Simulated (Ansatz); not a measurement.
# CH7ClSn: the cost of one run

All numbers below are computed with Ansatz 0.2.0 (RKS B3LYP-D4/def2-SVP).

## (1) The structure to begin with

Bond lengths: Sn1–C2 2.510 Å, Sn1–H3 1.715 Å, Sn1–H4 1.705 Å, Sn1–H5 1.737 Å, Sn1–Cl7 2.816 Å, C2–H8 1.093 Å, C2–H9 1.088 Å, C2–H10 1.084 Å. Angles (14 of 16 angles, heavy atoms first): C2–Sn1–Cl7 71.8°, Sn1–C2–H8 152.0°, Sn1–C2–H9 82.4°, Sn1–C2–H10 96.6°, C2–Sn1–H3 81.4°, C2–Sn1–H4 91.7°, C2–Sn1–H5 156.5°, H3–Sn1–Cl7 127.9°, H4–Sn1–Cl7 108.1°, H5–Sn1–Cl7 87.8°, H8–C2–H9 104.0°, H8–C2–H10 106.0°, H9–C2–H10 111.0°, H3–Sn1–H4 116.8°.

As a file:

```xyz
10

Sn   -1.0977   -0.3636   -0.4871
C     1.1976   -0.0293    0.4723
H    -0.2271   -1.4020   -1.5388
H    -1.6636   -1.0436    0.9699
H    -2.5131    0.0409   -1.4087
H     0.4277    1.1180    0.3342
Cl   -0.7125    2.3946   -0.0711
H     1.9061    0.4921    1.1210
H     0.9351   -0.9229    1.0351
H     1.7476   -0.2842   -0.4268
```

## (2) A restrained relaxation towards end A

Springs on the bonds that form and break draw the guess towards this end; the thresholds are loose.

input.yaml reads:

```yaml
crystal:
  periodic: [false, false, false]
  atoms:
    - { symbol: Sn, position_ang: [-1.0977, -0.3636, -0.4871] }
    - { symbol: C, position_ang: [1.1976, -0.0293, 0.4723] }
    - { symbol: H, position_ang: [-0.2271, -1.402, -1.5388] }
    - { symbol: H, position_ang: [-1.6636, -1.0436, 0.9699] }
    - { symbol: H, position_ang: [-2.5131, 0.0409, -1.4087] }
    - { symbol: H, position_ang: [0.4277, 1.118, 0.3342] }
    - { symbol: Cl, position_ang: [-0.7125, 2.3946, -0.0711] }
    - { symbol: H, position_ang: [1.9061, 0.4921, 1.121] }
    - { symbol: H, position_ang: [0.9351, -0.9229, 1.0351] }
    - { symbol: H, position_ang: [1.7476, -0.2842, -0.4268] }
basis:
  gaussian: { orbitals: def2-SVP }
hamiltonian:
  xc: b3lyp
  dispersion: d4
relax:
  f_tol: 0.15
  max_steps: 25
  restrain:
    - { distance: [0, 6], at: 3.71, k: 30.0 }
    - { distance: [5, 1], at: 2.37, k: 30.0 }
    - { distance: [0, 1], at: 2.15, k: 30.0 }
    - { distance: [5, 6], at: 1.33, k: 30.0 }
```

The run is started by

```
$ ansatz run input.yaml --threads 2 --pin off --max-ram 3072MiB --backend cpu --events-out ev --progress --plain --runs-dir out
```

**Question.** How long does this run take on 2 threads of AMD EPYC 9R45 (Zen 5), shared host, and how much memory does it need?

About 14 s, with a peak of 0.22 GiB.
